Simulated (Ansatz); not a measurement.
ScRu3 in Ansatz: convergence with k mesh

Input of the first run (k mesh 2 × 2 × 2); the others differ in this setting and in those tied to it:

File input.yaml:

```yaml
crystal:
  lattice:
    - [3.938437, 0.0, 0.0]
    - [0.0, 3.938437, 0.0]
    - [0.0, 0.0, 3.938437]
  atoms:
    - { symbol: Ru, position: [0.5, 0.5, 0.0] }
    - { symbol: Ru, position: [0.5, 0.0, 0.5] }
    - { symbol: Ru, position: [0.0, 0.5, 0.5] }
    - { symbol: Sc, position: [0.0, 0.0, 0.0] }
hamiltonian:
  xc: lda
  pseudopotentials: { kind: paw, level: accurate }
kpoints:
  mp_grid: { grid: [2, 2, 2] }
scf:
  occupations: { method: fermi_dirac, width: 0.1 }
output:
  forces: true
  stress: true
  eigenvalues: true
```

Potentials or basis: Ansatz PAW earlier set.

Run with:

```sh
$ ansatz run input.yaml --threads 2 --pin off --max-ram 5632MiB --backend cpu --events-out ev --progress --plain --runs-dir out
```

The cell comes from a database or a generator and needn't be the stable form of this composition.

Hardware: 2 threads of Arm Neoverse V1, on a shared host.

The values tried are 2 × 2 × 2, 3 × 3 × 3, 4 × 4 × 4, 5 × 5 × 5, 6 × 6 × 6, 8 × 8 × 8, 9 × 9 × 9, 11 × 11 × 11, loosest first. From which on does the pressure stay within 0.1 GPa of the tightest run that finished?

From 8 × 8 × 8 on.

```
      k mesh  energy less the tightest run, at zero smearing (meV/atom)  pressure (GPa)  SCF cycles  CPU time (s)  peak memory (GiB)
   2 × 2 × 2                                                     -93.75          -15.72          10           1.9               0.39
   3 × 3 × 3                                                      34.39          -13.80          10           2.1                0.4
   4 × 4 × 4                                                      20.43          -14.07          10           4.2               0.43
   5 × 5 × 5                                                       0.38          -14.41          10           4.3               0.43
   6 × 6 × 6                                                      -4.24          -14.62          10           7.9               0.47
   8 × 8 × 8                                                       0.86          -14.38          10            13               0.52
   9 × 9 × 9                                                       0.56          -14.43          10            13               0.52
11 × 11 × 11                                                       0.00          -14.42          10            26                0.6
```

Against the tightest run, the energy stays within 1 meV/atom from 8 × 8 × 8 on. Meshes of other sizes hit other points, so gaps and Fermi surfaces needn't settle smoothly. The tightest run that finished is the yardstick and may itself not be fully converged.

Caveat, for the tightest run too: the PAW data sets come from PBE, with cores solved anew for the run's functional, which leaves a small shift of forces and pressure.
